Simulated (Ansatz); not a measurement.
I need a ladder of basis sets of AlBGeH4, SMILES [BH]1[AlH][GeH2]1. Use the Ansatz DFT code, driven from Python. Settings (for the species named): Hartree-Fock, cc-pVDZ basis, multiplicity 1. The script varies basis: cc-pVDZ, cc-pVTZ.

```xyz
7

B    -1.0657   -0.7244   -0.2019
Al    0.4596    0.4245   -1.2662
Ge    0.3483    0.1361    0.9373
H    -2.0413   -1.2915   -0.2841
H     1.1510    0.9955   -2.6057
H    -0.1233    1.3384    1.8083
H     1.3327   -0.9466    1.5665
```

`basis_albgeh4.py`
```python
import ansatz as az

geometry_ang = [
    ("B", [-1.0657, -0.7244, -0.2019]),
    ("Al", [0.4596, 0.4245, -1.2662]),
    ("Ge", [0.3483, 0.1361, 0.9373]),
    ("H", [-2.0413, -1.2915, -0.2841]),
    ("H", [1.151, 0.9955, -2.6057]),
    ("H", [-0.1233, 1.3384, 1.8083]),
    ("H", [1.3327, -0.9466, 1.5665]),
]
geometry = az.Crystal.molecule()
for symbol, xyz in geometry_ang:
    geometry = geometry.atom(symbol, xyz)

calculation = geometry.calculation().functional("HF")

energies = {}
for basis in ["cc-pVDZ", "cc-pVTZ"]:
    summary = calculation.basis(gaussian=basis).run().report
    size = summary["n_frozen"] + summary["n_occupied"][0] + summary["n_virtual"][0]
    energies[basis] = (summary["reference_energy_ev"] / 27.211386246, summary["free_energy_ev"] / 27.211386246)
    print(f"{basis:14s} {size:4d} orbitals  reference {energies[basis][0]:14.6f} Ha  total {energies[basis][1]:14.6f} Ha")

last = energies["cc-pVTZ"][1]
for basis, (_, total) in energies.items():
    print(f"{basis:14s} lies {27.211386 * (total - last):9.4f} eV above cc-pVTZ")
```

```console
$ python basis_albgeh4.py
cc-pVDZ          79 orbitals  reference   -2344.123516 Ha  total   -2344.123516 Ha
cc-pVTZ         163 orbitals  reference   -2344.212541 Ha  total   -2344.212541 Ha
cc-pVDZ        lies    2.4225 eV above cc-pVTZ
cc-pVTZ        lies    0.0000 eV above cc-pVTZ
```

Against cc-pVDZ: cc-pVTZ -89.0 mHa. The last step alone is -89.03 mHa. From the first set to the last the time grows from 1.3 to 4.3 s.

The drop along the ladder measures the basis error, and is no property of the molecule. The geometry is a force-field or estimated start, not a minimum of this method, and the last set is no limit. Much of the fall in a total is atomic energy, which cancels in bond and reaction energies. For Al to Cl the sets with a tight d function, cc-pV(X+d)Z, are usual. Timing: 6.1 s on 1 thread of Arm Neoverse V1 (shared host), peak memory 0.41 GiB.
